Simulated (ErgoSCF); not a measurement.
# SnF2 (SMILES [F][Sn][F]) at UB3LYP/3-21G

Aim: the vertical ionisation energy of SnF2 at UB3LYP/3-21G, from 2 runs. 

The calculation is run with ErgoSCF 3.8.

6 further runs of the same task are left out: 3 that didn't finish, 3 set aside as unsound or not needed.

**1. The molecule**

SnF2 has 3 atoms, charge 0, and is taken as a singlet. SMILES: `[F][Sn][F]`. The shape comes from GFN2-xTB, which is rough for such elements, and wasn't checked as a minimum.

Bond lengths: F1–Sn2 2.077 Å, Sn2–F3 2.077 Å. Angles: F1–Sn2–F3 102.7°.

**2. A single-point energy at UB3LYP/3-21G**

File ergo.in:

```
set_nthreads("env")
molecule_inline
F  -2.72672362 0.76911853 -1.42564718
Sn 0.62755915 1.42290708 0.50436790
F  2.09918337 -2.19202561 0.92129818
EOF
scf.max_number_of_iterations = 80
scf.starting_guess_disturbance = 0.1
scf.output_mulliken_pop = 1
scf.force_unrestricted = 1
basis = "3-21G"
scf.convergence_threshold = 1e-06
tmpdir = "."
run "B3LYP-G"
```

The basis set 3-21G is read from a file made from the Basis Set Exchange's data (not shown).

Command:

```bash
$ ergo < ergo.in
```

Standard output:

```text
[...]
INDF Weighted mixed functional:
[...]
INSC Energy   1 =      -5173.69121500163
[...]
INDE PURIFICATION CONVERGED after 40 iterations
[...]
INDE PURIFICATION CONVERGED after 39 iterations
[...]
INDE PURIFICATION CONVERGED after 38 iterations
[...]
INDE E(LUMO) - E(HOMO) <=          0.21031823354 =          5.72305071488 eV
[...]
INSC Energy  26 =      -6197.48982592780  ( diff     -0.000000000072760 )
[...]
RESC CONVERGED after  26 iterations.
RESC FINAL ENERGY:      -6197.48982592780
RESC FINAL <S2> =          0.00000000004
[...]
INSC SCF: dipole_moment_x [atomic units] =       0.41513742
INSC SCF: dipole_moment_y [atomic units] =       0.94167828
INSC SCF: dipole_moment_z [atomic units] =       0.33369047
[...]
```

Wall time 51 s (1 thread of Intel Xeon at 2.50GHz (Skylake/Cascade Lake), shared host); peak memory 0.26 GiB.

**3. The doublet cation, same level**

File job.ego:

```
set_nthreads("env")
molecule_inline
F     -2.72672362     0.76911853    -1.42564718
Sn     0.62755915     1.42290708     0.50436790
F      2.09918337    -2.19202561     0.92129818
EOF
scf.starting_guess_disturbance = 0.1
scf.output_mulliken_pop = 1
scf.convergence_threshold = 1e-06
tmpdir = "."
charge = 1
scf.max_number_of_iterations = 80
basis = "3-21G"
spin_polarization = 1
run "B3LYP-G"
```

The basis set 3-21G is read from a file made from the Basis Set Exchange's data (not shown).

Command:

```bash
$ ergo job.ego
```

Standard output:

```text
[...]
INDF Weighted mixed functional:
[...]
INSC Energy   1 =      -5118.39193921895
[...]
INDE PURIFICATION CONVERGED after 38 iterations
[...]
INDE PURIFICATION CONVERGED after 39 iterations
[...]
INDE PURIFICATION CONVERGED after 40 iterations
[...]
INDE E(LUMO) - E(HOMO) <=          0.13188322218 =          3.58872531514 eV
[...]
INSC Energy  33 =      -6197.11762861193  ( diff     -0.000000000130058 )
[...]
RESC CONVERGED after  33 iterations.
RESC FINAL ENERGY:      -6197.11762861193
RESC FINAL <S2> =          0.76446205956
[...]
INSC SCF: dipole_moment_x [atomic units] =       0.87366993
INSC SCF: dipole_moment_y [atomic units] =       1.98064230
INSC SCF: dipole_moment_z [atomic units] =       0.70214655
[...]
```

It took 65 s on 1 thread of Intel Xeon at 2.50GHz (Skylake/Cascade Lake), shared host; peak memory 0.27 GiB.

**4. Summary of results**

Level: UB3LYP/3-21G.

```
                                          quantity           value
                        singlet SnF2: total energy  -6197.48983 Eh
                       singlet SnF2: dipole moment          2.75 D
                      doublet cation: total energy  -6197.11763 Eh
                              doublet cation: ⟨S²⟩           0.764
vertical ionisation energy (to the doublet cation)       10.128 eV
```

The vertical ionisation energy comes to 10.13 eV (234 kcal/mol). Relativity is left out (singlet SnF2) although the molecule holds a heavy atom. Mulliken charges (doublet cation) run from -0.21 on F1 to +1.41 on Sn2; they depend strongly on the basis. Relativity is left out (doublet cation) although the molecule holds a heavy atom.
